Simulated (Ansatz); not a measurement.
This script drives Ansatz 0.2.0, Python API.

Script `ch3fsizn.py`:
```python
# -*- coding: utf-8 -*-
"""Molecular dynamics of one CH3FSiZn molecule."""

import ansatz as az
import numpy as np

BASIS = "def2-SVP"
FUNCTIONAL = "hf"
N_STEPS = 20
TEMPERATURE_K = 800

geometry_ang = [
    ("F", [0.9331, -1.7865, -1.2769]),
    ("Si", [0.1238, -0.9555, -0.006]),
    ("C", [0.3467, 0.8912, -0.1851]),
    ("Zn", [0.0992, 0.3967, 2.0876]),
    ("H", [-1.3098, -1.26, -0.0434]),
    ("H", [0.0962, 1.2264, -1.1961]),
    ("H", [-0.228, 1.4197, 0.5741]),
]
mol = az.Crystal.molecule()
for symbol, xyz in geometry_ang:
    mol = mol.atom(symbol, xyz)

base = mol.calculation()
base = base.basis(gaussian=BASIS).functional(FUNCTIONAL)
base = base.md("nve", timestep=0.25, steps=N_STEPS, temperature=TEMPERATURE_K, initial_velocities="maxwell_boltzmann", seed=71)
frames = []
base.session().plan().execute(on_event=lambda e: frames.append(e["data"]) if e["event"] == "md_step" else None)
print("t (fs)   E_pot (eV)      E_kin (eV)   T (K)   d(0-1) (A)")
for f in frames[::3]:
    xyz = np.array(f["positions_ang"])
    print(f"{f['time_fs']:6.2f} {f['lagrangian_ev']:14.5f} {f['e_kin_ev']:10.5f} {f['temperature_k']:8.1f} {np.linalg.norm(xyz[0] - xyz[1]):9.4f}")
kept = np.array([f["conserved_ev"] for f in frames])
print(f"conserved energy moves by at most {1000 * np.ptp(kept):.3f} meV")
symbols = [site.symbol for site in mol.cartesian_sites]
with open("last_frame.xyz", "w") as handle:
    handle.write(f"{len(symbols)}\nt = {frames[-1]['time_fs']} fs\n")
    handle.writelines("{:2s} {:10.5f} {:10.5f} {:10.5f}\n".format(s, *xyz) for s, xyz in zip(symbols, frames[-1]["positions_ang"]))
```

It is started by `python ch3fsizn.py`. Estimate its wall time and peak memory on 1 thread of Intel(R) Xeon(R) 6975P-C (Granite Rapids), on a shared host.

It took about 34 s, with a peak of 0.25 GiB, for 1 run of the engine.

```console
$ python ch3fsizn.py
t (fs)   E_pot (eV)      E_kin (eV)   T (K)   d(0-1) (A)
  0.00   -60006.70565    0.51704    800.0    1.7207
  0.75   -60006.81646    0.62782    971.4    1.7143
  1.50   -60006.92717    0.73855   1142.7    1.7069
  2.25   -60007.04062    0.85204   1318.3    1.6983
  3.00   -60007.16148    0.97290   1505.3    1.6886
  3.75   -60007.29019    1.10156   1704.4    1.6781
  4.50   -60007.42097    1.23226   1906.6    1.6667
conserved energy moves by at most 0.198 meV
```

File `last_frame.xyz` afterwards:
```text
7
t = 5.0 fs
F     0.91987   -1.74108   -1.24635
Si    0.10906   -0.95344   -0.03241
C     0.36166    0.83217   -0.21270
Zn    0.10178    0.40013    2.09754
H    -1.18315   -1.71264   -0.12609
H     0.22734    1.16563   -1.25535
H    -0.17131    1.50039    0.56042
```

Total energies depend on the basis set; only differences at equal settings carry meaning. The trajectory is only some femtoseconds long, so its temperature is not equilibrated; where the script doesn't relax first, it starts from a rough generated geometry. The temperature counts the internal degrees of freedom alone.

(A comment or docstring line of the script was reworded after the run, the code is as it ran; lines on the test bed's own set-up are left out of the output.)
